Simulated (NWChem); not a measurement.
# C2H5BBrF (SMILES CCB(F)Br) at 4 levels

We compute a comparison of 4 runs (HF/STO-3G, HF/3-21G, B3LYP/6-31G*) of C2H5BBrF. 

The results are computed with NWChem 7.3.0.

### 1 The molecule

C2H5BBrF has 10 atoms, charge 0, and is taken as a singlet. As SMILES, `CCB(F)Br`. The shape is that of a PBE0-D4/def2-TZVP optimisation. This is one conformer, not always the lowest.

Bond lengths: C1–C2 1.524 Å, C2–B3 1.556 Å, B3–F4 1.317 Å, B3–Br5 1.928 Å, C1–H6 1.092 Å, C1–H7 1.092 Å, C1–H8 1.092 Å, C2–H9 1.097 Å, C2–H10 1.098 Å. Some angles: C1–C2–B3 115.4°, C2–B3–F4 122.3°, C2–B3–Br5 121.5°, F4–B3–Br5 116.2°, C1–C2–H9 111.1°, C1–C2–H10 111.1°, B3–C2–H9 107.4°, B3–C2–H10 107.3°, C2–C1–H6 111.4°, C2–C1–H7 111.4°.

### 2 Energy and gradient at HF/STO-3G (run 1)

Input file c2h5bbrf.nw:

```
start c2h5bbrf
title "C2H5BBrF hf"
memory total 2200 mb
geometry noautosym nocenter noautoz
   C       -1.216900      -0.359100       0.029300
   C        0.294900      -0.456000      -0.137700
   B        1.079800       0.863500       0.112500
   F        0.480900       1.985400       0.453700
   Br       2.998500       0.941300      -0.060400
   H       -1.647700       0.369500      -0.660500
   H       -1.486500      -0.045500       1.039900
   H       -1.698100      -1.320700      -0.159800
   H        0.560200      -0.810400      -1.141900
   H        0.718000      -1.219200       0.527900
end
basis spherical bse
   * library STO-3G
end
scf
   thresh 1e-08
   maxiter 80
end
task scf gradient
```

Command:

```console
$ nwchem c2h5bbrf.nw > c2h5bbrf.out
```

The log of the run:

```text
[...]
  functions       =    43
[...]
  wavefunction    = RHF
[...]
         Total SCF energy =  -2744.921700221525
      One-electron energy =  -4431.090919020527
      Two-electron energy =   1388.669541355861
 Nuclear repulsion energy =    297.499677443141
        Time for solution =      4.0s
[...]
                         RHF ENERGY GRADIENTS
    atom               coordinates                        gradient
                 x          y          z           x          y          z
   1 C      -2.299608  -0.678601   0.055369    0.020264  -0.001010  -0.002184
   2 C       0.557280  -0.861715  -0.260215   -0.018410   0.024888   0.007880
   3 B       2.040526   1.631778   0.212594   -0.009348  -0.041847  -0.009566
   4 F       0.908769   3.751862   0.857369   -0.008477   0.021447   0.006255
   5 Br      5.666343   1.778799  -0.114139    0.010408   0.002461  -0.000414
   6 H      -3.113702   0.698254  -1.248164   -0.002971   0.003381  -0.002271
   7 H      -2.809078  -0.085983   1.965126   -0.002385   0.001848   0.004078
   8 H      -3.208944  -2.495761  -0.301978   -0.002776  -0.003926  -0.000693
   9 H       1.058624  -1.531434  -2.157878    0.006500  -0.002703  -0.005357
  10 H       1.356823  -2.303954   0.997586    0.007194  -0.004539   0.002271
[...]
```

It took 6.3 s on 1 thread of AMD EPYC 7R13 (Zen 3), shared host; peak memory 0.1 GiB.

### 3 Energy and forces at HF/3-21G (run 2)

Input file c2h5bbrf.nw:

```
start c2h5bbrf
title "C2H5BBrF"
memory stack 880 mb heap 220 mb global 1100 mb

geometry units angstroms noautosym nocenter noautoz
C     -1.216900    -0.359100     0.029300
C      0.294900    -0.456000    -0.137700
B      1.079800     0.863500     0.112500
F      0.480900     1.985400     0.453700
Br     2.998500     0.941300    -0.060400
H     -1.647700     0.369500    -0.660500
H     -1.486500    -0.045500     1.039900
H     -1.698100    -1.320700    -0.159800
H      0.560200    -0.810400    -1.141900
H      0.718000    -1.219200     0.527900
end

basis spherical bse
C library 3-21G
B library 3-21G
F library 3-21G
Br library 3-21G
H library 3-21G
end

scf
thresh 1e-08
maxiter 80
print low
end

task scf gradient
```

Command:

```console
$ nwchem c2h5bbrf.nw > c2h5bbrf.out
```

The log of the run:

```text
[...]
  functions       =    68
[...]
  wavefunction    = RHF
[...]
         Total SCF energy =  -2761.824305181673
      One-electron energy =  -4439.163184265802
      Two-electron energy =   1379.839201640988
 Nuclear repulsion energy =    297.499677443141
        Time for solution =      4.0s
[...]
                         RHF ENERGY GRADIENTS
    atom               coordinates                        gradient
                 x          y          z           x          y          z
   1 C      -2.299608  -0.678601   0.055369    0.016751  -0.001916  -0.002097
   2 C       0.557280  -0.861715  -0.260215   -0.016891   0.008792   0.003847
   3 B       2.040526   1.631778   0.212594    0.001527   0.020399   0.004918
   4 F       0.908769   3.751862   0.857369    0.014599  -0.024604  -0.007602
   5 Br      5.666343   1.778799  -0.114139   -0.015856   0.000212   0.001653
   6 H      -3.113702   0.698254  -1.248164   -0.002577   0.003726  -0.003022
   7 H      -2.809078  -0.085983   1.965126   -0.001844   0.001827   0.004826
   8 H      -3.208944  -2.495761  -0.301978   -0.003332  -0.004860  -0.000866
   9 H       1.058624  -1.531434  -2.157878    0.003574  -0.001143  -0.003539
  10 H       1.356823  -2.303954   0.997586    0.004049  -0.002433   0.001883
[...]
```

Run time: 6.3 s. Hardware: 1 thread of AMD EPYC 7R13 (Zen 3), shared host; peak memory 0.1 GiB.

Run 3 isn't shown in full; the table further down has it.

### 4 Energy and forces at B3LYP/6-31G(d) (Cartesian functions) (run 4)

Input file c2h5bbrf.xyz:

```xyz
10

C     -1.216900    -0.359100     0.029300
C      0.294900    -0.456000    -0.137700
B      1.079800     0.863500     0.112500
F      0.480900     1.985400     0.453700
Br     2.998500     0.941300    -0.060400
H     -1.647700     0.369500    -0.660500
H     -1.486500    -0.045500     1.039900
H     -1.698100    -1.320700    -0.159800
H      0.560200    -0.810400    -1.141900
H      0.718000    -1.219200     0.527900
```

Input file run.py:

```python
from ase.io import read
from ase.calculators.nwchem import NWChem

molecule = read('c2h5bbrf.xyz')

calc = NWChem(
    label='c2h5bbrf',
    theory='dft',
    memory='2200 mb',
    basis='6-31G*',
    dft={'xc': 'b3lyp', 'mult': '1', 'grid': 'fine', 'convergence': 'energy 1e-08', 'iterations': '100', 'mulliken': None},
)
molecule.calc = calc

forces = molecule.get_forces()
e = molecule.get_potential_energy()
print(f"E = {e:.6f} eV")
print("forces (eV/A):")
for s, f in zip(molecule.symbols, forces):
    print(f"{s:2s} {f[0]:10.5f} {f[1]:10.5f} {f[2]:10.5f}")
print("dipole (e A):", molecule.get_dipole_moment().round(4))
```

Command:

```console
$ export ASE_NWCHEM_COMMAND="nwchem PREFIX.nwi > PREFIX.nwo"
$ python run.py
```

The log of the run:

```text
E = -75590.668271 eV
forces (eV/A):
C    -0.18389    0.00926    0.02170
C     0.21422   -0.10197   -0.04978
B    -0.16589   -0.00350    0.01851
F    -0.13678    0.22533    0.06885
Br    0.44022    0.02093   -0.03939
H    -0.06166    0.07652   -0.07724
H    -0.04319    0.02967    0.11184
H    -0.06839   -0.10259   -0.01877
H    -0.00591   -0.05600   -0.10099
H     0.01121   -0.09760    0.06525
dipole (e A): [-0.2775 -0.2458 -0.0334]
```

The calculator wrote c2h5bbrf.nwi:

```
title "c2h5bbrf"

permanent_dir c2h5bbrf

scratch_dir c2h5bbrf

start c2h5bbrf

geometry units angstrom nocenter noautosym noautoz
  C  -1.2169000000000001e+00 -3.5909999999999997e-01 2.9300000000000000e-02
  C  2.9490000000000000e-01 -4.5600000000000002e-01 -1.3769999999999999e-01
  B  1.0798000000000001e+00 8.6350000000000005e-01 1.1250000000000000e-01
  F  4.8089999999999999e-01 1.9854000000000001e+00 4.5369999999999999e-01
  Br 2.9984999999999999e+00 9.4130000000000003e-01 -6.0400000000000002e-02
  H  -1.6476999999999999e+00 3.6950000000000000e-01 -6.6049999999999998e-01
  H  -1.4864999999999999e+00 -4.5499999999999999e-02 1.0399000000000000e+00
  H  -1.6980999999999999e+00 -1.3207000000000000e+00 -1.5980000000000000e-01
  H  5.6020000000000003e-01 -8.1040000000000001e-01 -1.1418999999999999e+00
  H  7.1799999999999997e-01 -1.2192000000000001e+00 5.2790000000000004e-01
end

memory 2200 mb

basis noprint
   * library 6-31G*
end

dft
  xc b3lyp
  mult 1
  grid fine
  convergence energy 1e-08
  iterations 100
  mulliken
end

task dft gradient
```

c2h5bbrf.nwo:

```text
Northwest Computational Chemistry Package (NWChem) 7.3.0
             --------------------------------------------------------

           Job information
           ---------------

    nwchem branch   = 7.3.0
    use scalapack   = T
    input           = c2h5bbrf.nwi
    prefix          = c2h5bbrf.
    data base       = c2h5bbrf/c2h5bbrf.db
    status          = startup
    nproc           =        1

           Memory information
           ------------------

    heap     =     72089596 doubles =      550.0 Mbytes
    stack    =     72089601 doubles =      550.0 Mbytes
    global   =    144179200 doubles =     1100.0 Mbytes (distinct from heap & stack)
    total    =    288358397 doubles =     2200.0 Mbytes
    verify   = yes
    hardfail = no

           Directory information
           ---------------------

  0 permanent = c2h5bbrf
  0 scratch   = c2h5bbrf

                                NWChem Input Module
                                -------------------

                                     c2h5bbrf
                                     --------

[... 100 lines left out ...]
  convergence criterion.
[... 17 lines left out ...]
          Convergence on gradient requested:  5.00D-04
[... 28 lines left out ...]
          Convergence aids based upon iterative change in
[... 28 lines left out ...]
 1-e energy   =   -4448.664777
[... 46 lines left out ...]
         Total DFT energy =    -2777.905844390817
[... 2 lines left out ...]
    Exchange-Corr. energy =     -118.625134555070
[... 807 lines left out ...]
          Convergence on energy requested:  1.00D-08
[... 26 lines left out ...]
          Spatial weights used:  Erf1
[... 4 lines left out ...]
          total energy or number of iterations.
[... 18 lines left out ...]
                            NWChem DFT Gradient Module
                            --------------------------

                                     c2h5bbrf

  charge          =   0.00
  wavefunction    = closed shell

                         DFT ENERGY GRADIENTS

    atom               coordinates                        gradient
                 x          y          z           x          y          z
   1 C      -2.299608  -0.678601   0.055369    0.003576  -0.000180  -0.000422
   2 C       0.557280  -0.861715  -0.260215   -0.004166   0.001983   0.000968
   3 B       2.040526   1.631778   0.212594    0.003226   0.000068  -0.000360
[... 6 lines of this table left out ...]
  10 H       1.356823  -2.303954   0.997586   -0.000218   0.001898  -0.001269

                 ----------------------------------------
                 |  Time  |  1-e(secs)   |  2-e(secs)   |
                 ----------------------------------------
                 |  CPU   |       0.01   |       9.89   |
                 ----------------------------------------
                 |  WALL  |       0.01   |       9.89   |
                 ----------------------------------------

 Task  times  cpu:       36.2s     wall:       36.2s
 Total times  cpu:       36.3s     wall:       36.3s
```

Run time: 38 s. Hardware: 1 thread of AMD EPYC 7R13 (Zen 3), shared host; peak memory 0.13 GiB.

### 5 All runs side by side

| run | level | iteration cap | module | energy (Eh) | dipole moment (D) | HOMO energy (eV) | LUMO energy (eV) | wall time |
| --- | --- | --- | --- | --- | --- | --- | --- | --- |
| 1 | HF/STO-3G | 80 | scf | -2744.921700 | 1.67 | -8.56 | 7.21 | 6.3 s |
| 2 | HF/3-21G | 80 | scf | -2761.824305 | – | – | – | 6.3 s |
| 3 | B3LYP/6-31G* (spherical functions) | 100 | dft | -2777.894463 | 1.79 | -7.99 | -0.54 | 36 s |
| 4 | B3LYP/6-31G* (Cartesian functions) | 100 | dft | -2777.905844 | 1.79 | -7.99 | -0.54 | 38 s |

### 6 Results

| quantity | value |
| --- | --- |
| run 4: total energy | -2777.90584 Eh |
| run 4: dipole moment | 1.79 D |
| run 4: HOMO energy | -7.99 eV |
| run 4: LUMO energy | -0.54 eV |
| run 4: HOMO–LUMO gap | 7.45 eV |
| run 4: largest force on an atom | 0.442 eV/Å |

What this shows: Over runs 1, 3, 4 the dipole moment (its size) runs from 1.67 D (HF/STO-3G) to 1.79 D (B3LYP/6-31G*). The two ends differ in method and basis. Over runs 1, 3, 4 the HOMO–LUMO gap runs from 7.45 eV (B3LYP/6-31G*) to 15.77 eV (HF/STO-3G). In run 1 the basis is minimal, so the values are rough. All runs together took 86 s, the longest 38 s.
